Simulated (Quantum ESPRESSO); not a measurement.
# WC4 (Immm) in Quantum ESPRESSO: reference runs

How does WC4 come out in PBE? The cell is run as given.

Program: Quantum ESPRESSO 7.5. These are calculated values, not measurements. Logs are shortened: lines on timing, memory, paths and dates and some standing lists are left out, and cuts for length are marked.

### 1 The crystal as given

It takes space group Immm (No. 71, orthorhombic). Conventional cell: a = 3.367 Å, b = 5.567 Å, c = 6.432 Å, α = 90.00°, β = 90.00°, γ = 90.00°. W (site symmetry mmm) has 12 C at 2.46 to 2.60 Å as nearest neighbours. Around C (site symmetry m) lie 4 C at 2.01 to 2.17 Å.

The cell was built by a generator and needn't be a form met in nature.

### 2 Single point, PBE

Input file pw.in:

```
&CONTROL
  calculation = 'scf'
  prefix = 'pwscf'
  outdir = './tmp'
  pseudo_dir = './pseudo'
  tprnfor = .true.
  tstress = .true.
  disk_io = 'nowf'
/
&SYSTEM
  ibrav = 0
  nat = 5
  ntyp = 2
  ecutwfc = 55
  ecutrho = 440
  nbnd = 22
  occupations = 'smearing'
  smearing = 'fd'
  degauss = 0.00367493
/
&ELECTRONS
  conv_thr = 1d-09
  electron_maxstep = 120
  mixing_beta = 0.5
/
ATOMIC_SPECIES
W    183.8400 W_pbe_v1.2.uspp.F.UPF
C     12.0110 C.pbe-n-kjpaw_psl.1.0.0.UPF
CELL_PARAMETERS angstrom
  -1.6835639000    2.7836814000    3.2159898200
   1.6835639000   -2.7836814000    3.2159898200
   1.6835639000    2.7836814000   -3.2159898200
ATOMIC_POSITIONS crystal
W      0.0000000000    0.0000000000    0.0000000000
C      0.1508000000    0.3441000100    0.8067000000
C      0.8492000000    0.6558999900    0.1933000000
C      0.4625999900    0.6558999900    0.8067000000
C      0.5374000100    0.3441000100    0.1933000000
K_POINTS automatic
9 9 9 0 0 0
```

Potentials or basis: SSSP 1.3 efficiency PBE.

Launch:

```
$ OMP_NUM_THREADS=1 pw.x -in pw.in > pw.out
```

pw.out:

```text
This program is part of the open-source Quantum ESPRESSO suite
     for quantum simulation of materials; please cite
         "P. Giannozzi et al., J. Phys.:Condens. Matter 21 395502 (2009);
         "P. Giannozzi et al., J. Phys.:Condens. Matter 29 465901 (2017);
         "P. Giannozzi et al., J. Chem. Phys. 152 154105 (2020);
     in publications or presentations arising from this work. More details at

     file C.pbe-n-kjpaw_psl.1.0.0.UPF: wavefunction(s)  2S 2P renormalized
     Message from routine setup:
     using ibrav=0 with symmetry is DISCOURAGED, use correct ibrav instead

     G-vector sticks info
     --------------------
     sticks:   dense  smooth     PW     G-vecs:    dense   smooth      PW
     Sum        2609    1313    421                63435    22419    4051

     Using Slab Decomposition

     bravais-lattice index     =            0
     lattice parameter (alat)  =       8.6445  a.u.
     unit-cell volume          =     406.8370 (a.u.)^3
     number of atoms/cell      =            5
     number of atomic types    =            2
     number of electrons       =        30.00
     number of Kohn-Sham states=           22
     kinetic-energy cutoff     =      55.0000  Ry
     charge density cutoff     =     440.0000  Ry
     scf convergence threshold =      1.0E-09
     mixing beta               =       0.5000
     number of iterations used =            8  plain     mixing
     Exchange-correlation= SLA  PW   PBX  PBC
                           (   1   4   3   4   0   0   0)

     celldm(1)=   8.644513  celldm(2)=   0.000000  celldm(3)=   0.000000
     celldm(4)=   0.000000  celldm(5)=   0.000000  celldm(6)=   0.000000

     crystal axes: (cart. coord. in units of alat)
               a(1) = (  -0.368034   0.608524   0.703029 )
               a(2) = (   0.368034  -0.608524   0.703029 )
               a(3) = (   0.368034   0.608524  -0.703029 )

     reciprocal axes: (cart. coord. in units 2 pi/alat)
               b(1) = (  0.000000  0.821660  0.711209 )
               b(2) = (  1.358570  0.000000  0.711209 )
               b(3) = (  1.358570  0.821660  0.000000 )

     PseudoPot. # 1 for W  read from file:
     W_pbe_v1.2.uspp.F.UPF
     Pseudo is Ultrasoft + core correction, Zval = 14.0
     Generated by new atomic code, or converted to UPF format
     Using radial grid of  923 points,  8 beta functions with:
                l(1) =   0
                l(2) =   0
                l(3) =   0
                l(4) =   1
                l(5) =   1
                l(6) =   2
                l(7) =   2
                l(8) =   3
     Q(r) pseudized with  6 coefficients,  rinner =    1.350   1.350   1.350
                                                       1.350   1.350   1.350
                                                       1.350

     PseudoPot. # 2 for C  read from file:
     C.pbe-n-kjpaw_psl.1.0.0.UPF
     Pseudo is Projector augmented-wave + core cor, Zval =  4.0
     Generated using "atomic" code by A. Dal Corso  v.5.1
     Shape of augmentation charge: PSQ
     Using radial grid of 1073 points,  4 beta functions with:
                l(1) =   0
                l(2) =   0
                l(3) =   1
                l(4) =   1
     Q(r) pseudized with 0 coefficients

     atomic species   valence    mass     pseudopotential
     W                14.00   183.84000     W ( 1.00)
     C                 4.00    12.01100     C ( 1.00)

      8 Sym. Ops., with inversion, found

   Cartesian axes

     site n.     atom                  positions (alat units)
         1        W      tau(   1) = (   0.0000000   0.0000000   0.0000000  )
         2        C      tau(   2) = (   0.3680340   0.3732688  -0.2192043  )
         3        C      tau(   3) = (  -0.0000000   0.2352555   0.9222329  )
         4        C      tau(   4) = (   0.3680340   0.3732688   0.2192043  )
         5        C      tau(   5) = (  -0.0000000   0.2352555   0.4838243  )

     number of k points=   125  Fermi-Dirac smearing, width (Ry)=  0.0037

     Number of k-points >= 100: set verbosity='high' to print them.

     Dense  grid:    63435 G-vectors     FFT dimensions: (  60,  60,  60)

     Smooth grid:    22419 G-vectors     FFT dimensions: (  45,  45,  45)

     Check: negative core charge=   -0.000001

     Initial potential from superposition of free atoms

     starting charge      29.8995, renormalised to      30.0000

     negative rho (up, down):  6.404E-02 0.000E+00
     Starting wfcs are   29 randomized atomic wfcs

     Self-consistent Calculation

     iteration #  1     ecut=    55.00 Ry     beta= 0.50
     Davidson diagonalization with overlap
     ethr =  1.00E-02,  avg # of iterations =  2.0

     negative rho (up, down):  6.505E-02 0.000E+00

     total energy              =    -231.52281163 Ry
     estimated scf accuracy    <       0.59428746 Ry

     iteration #  2     ecut=    55.00 Ry     beta= 0.50
     Davidson diagonalization with overlap
     ethr =  1.98E-03,  avg # of iterations =  3.4

     negative rho (up, down):  6.692E-02 0.000E+00

     total energy              =    -231.38804753 Ry
     estimated scf accuracy    <       3.53414661 Ry

     iteration #  3     ecut=    55.00 Ry     beta= 0.50
     Davidson diagonalization with overlap
     ethr =  1.98E-03,  avg # of iterations =  2.2

     negative rho (up, down):  6.785E-02 0.000E+00

     total energy              =    -231.81679710 Ry
     estimated scf accuracy    <       0.00997786 Ry

     iteration #  4     ecut=    55.00 Ry     beta= 0.50
     Davidson diagonalization with overlap
     ethr =  3.33E-05,  avg # of iterations =  5.5

     negative rho (up, down):  6.847E-02 0.000E+00

     total energy              =    -231.82199611 Ry
     estimated scf accuracy    <       0.00448396 Ry

     iteration #  5     ecut=    55.00 Ry     beta= 0.50
     Davidson diagonalization with overlap
     ethr =  1.49E-05,  avg # of iterations =  1.7

     negative rho (up, down):  6.867E-02 0.000E+00

     total energy              =    -231.82259943 Ry
     estimated scf accuracy    <       0.00009051 Ry

     iteration #  6     ecut=    55.00 Ry     beta= 0.50
     Davidson diagonalization with overlap
     c_bands:  1 eigenvalues not converged
     ethr =  3.02E-07,  avg # of iterations =  5.2

     negative rho (up, down):  6.866E-02 0.000E+00

     total energy              =    -231.82262832 Ry
     estimated scf accuracy    <       0.00001747 Ry

     iteration #  7     ecut=    55.00 Ry     beta= 0.50
     Davidson diagonalization with overlap
     ethr =  5.82E-08,  avg # of iterations =  2.2

     negative rho (up, down):  6.864E-02 0.000E+00

     total energy              =    -231.82263216 Ry
     estimated scf accuracy    <       0.00000298 Ry

     iteration #  8     ecut=    55.00 Ry     beta= 0.50
     Davidson diagonalization with overlap
     ethr =  9.94E-09,  avg # of iterations =  2.4

     negative rho (up, down):  6.862E-02 0.000E+00

     total energy              =    -231.82263267 Ry
     estimated scf accuracy    <       0.00000002 Ry

     iteration #  9     ecut=    55.00 Ry     beta= 0.50
     Davidson diagonalization with overlap
     ethr =  6.05E-11,  avg # of iterations =  5.4

     negative rho (up, down):  6.861E-02 0.000E+00

     total energy              =    -231.82263271 Ry
     estimated scf accuracy    <       0.00000001 Ry

     iteration # 10     ecut=    55.00 Ry     beta= 0.50
     Davidson diagonalization with overlap
     ethr =  4.73E-11,  avg # of iterations =  2.1

     negative rho (up, down):  6.861E-02 0.000E+00

     total energy              =    -231.82263271 Ry
     estimated scf accuracy    <          1.4E-09 Ry

     iteration # 11     ecut=    55.00 Ry     beta= 0.50
     Davidson diagonalization with overlap
     ethr =  4.80E-12,  avg # of iterations =  2.0

     negative rho (up, down):  6.861E-02 0.000E+00

     End of self-consistent calculation

     Number of k-points >= 100: set verbosity='high' to print the bands.

     the Fermi energy is     9.8618 ev

!    total energy              =    -231.82263271 Ry
     estimated scf accuracy    <          8.2E-12 Ry
     smearing contrib. (-TS)   =      -0.00194237 Ry
     internal energy E=F+TS    =    -231.82069034 Ry

     The total energy is F=E-TS. E is the sum of the following terms:
     one-electron contribution =     -40.01328438 Ry
     hartree contribution      =      32.07368216 Ry
     xc contribution           =     -57.92446641 Ry
     ewald contribution        =    -141.20457315 Ry
     one-center paw contrib.   =     -24.75204855 Ry

     convergence has been achieved in  11 iterations

     negative rho (up, down):  6.861E-02 0.000E+00

     Forces acting on atoms (cartesian axes, Ry/au):

     atom    1 type  1   force =    -0.00000000   -0.00000000   -0.00000000
     atom    2 type  2   force =     0.00000000   -0.04250786    0.01842047
     atom    3 type  2   force =    -0.00000000    0.04250786   -0.01842047
     atom    4 type  2   force =     0.00000000   -0.04250786   -0.01842047
     atom    5 type  2   force =    -0.00000000    0.04250786    0.01842047

     Total force =     0.092655     Total SCF correction =     0.000001

     Computing stress (Cartesian axis) and pressure

     negative rho (up, down):  6.861E-02 0.000E+00
          total   stress  (Ry/bohr**3)                   (kbar)     P=     -432.64
  -0.00287026  -0.00000000   0.00000000         -422.23       -0.00        0.00
  -0.00000000  -0.00255672   0.00000000           -0.00     -376.11        0.00
   0.00000000   0.00000000  -0.00339612            0.00        0.00     -499.59

=------------------------------------------------------------------------------=
   JOB DONE.
=------------------------------------------------------------------------------=
```

Wall time 3 min (1 thread of Intel Xeon Platinum 8488C (Sapphire Rapids), shared host); peak memory 0.59 GiB.

Results:

| Item | Value |
| --- | --- |
| Free energy | -3154.1076 eV |
| Pressure | -43.3 GPa |
| Largest force | 1.191 eV/Å |
| Band gap on the k mesh | none (metal or under the smearing width) |

Forces in eV/Å, atoms in the order of the input:
```
W    0.000  0.000  0.000
C    0.000 -1.093  0.474
C    0.000  1.093 -0.474
C    0.000 -1.093 -0.474
C    0.000  1.093  0.474
```

Levels at points of the mesh, in eV from the Fermi level:
```tsv
k point	band 13	band 14	band 15	band 16	band 17	band 18
(0.00, 0.00, 0.00)	-2.23	-1.07	0.16	0.71	1.80	2.03
```

Caveat: a pressure of tens of GPa on the cell as given is suspect, and the run, the potentials or the cell itself is likely at fault; forces of over 1 eV/Å show positions far from the minimum, so gaps and moduli don't describe the material at rest. Spin-orbit coupling is left out, which matters for the levels of W.
